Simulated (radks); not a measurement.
# Tb⁺ in [Xe] 4f9.25 6s0.75: an all-electron calculation

The task here is to estimate one member of a computed series from the others.

Program: radks (a radial shooting solver on a logarithmic mesh, Libxc functionals) version 1. Level of theory: non-relativistic Kohn-Sham, TASK exchange with Perdew-Wang LDA correlation, spin-unpolarised, spherical densities, point nucleus. These are calculated values, not measurements, unless marked.

## The atom as given

| Quantity | Value |
| --- | --- |
| element | terbium (Z = 65) |
| charge | +1 |
| electrons | 64 |
| configuration | [Xe] 4f9.25 6s0.75 |

The first run:

Input:

```text
Z 65
configuration [Xe] 4f9.25 6s0.75 5d0 6p0
relativity non-relativistic
functional task,pw
spin unpolarised
nucleus point
```

The run is started by

```sh
> python run_ks.py task.json out
```

The same process makes all the runs of this session.

One of the session's tables, all rows but one given; the rest of the session is left out.

It belongs to the step «Shells». Sizes of the orbitals, from the radial functions (bohr):

```
level      <r>  outermost maximum (interpolated)  90 % within  nodes
   1s  0.02335                            0.0155       0.0415      0
   2s  0.09934                            0.0847        0.152      1
   2p  0.08422                            0.0659        0.136      0
   3s   0.2559                             0.236        0.374      2
   3p   0.2456                             0.223        0.366      1
   3d   0.2177                             0.178        0.338      0
   4s   0.5788                             0.538        0.831      3
   4p   0.5922                             0.543        0.861      2
   4d   0.6270                             0.549        0.943      1
   5s    1.439                              1.28         2.08      4
   5p        ?                                 ?            ?      ?
   4f   0.8560                             0.547         1.49      0
   6s    4.735                              4.29         6.80      5
   5d    2.802                              1.87         4.84      2
   6p    5.419                              4.67         7.69      4
```

**Question.** Estimate the row for 5p.

**Answer.** <r>: 1.611; outermost maximum (interpolated): 1.40; 90 % within: 2.36; nodes: 3. In the column «<r>» it lies between 5s (1.439) and 5d (2.802).
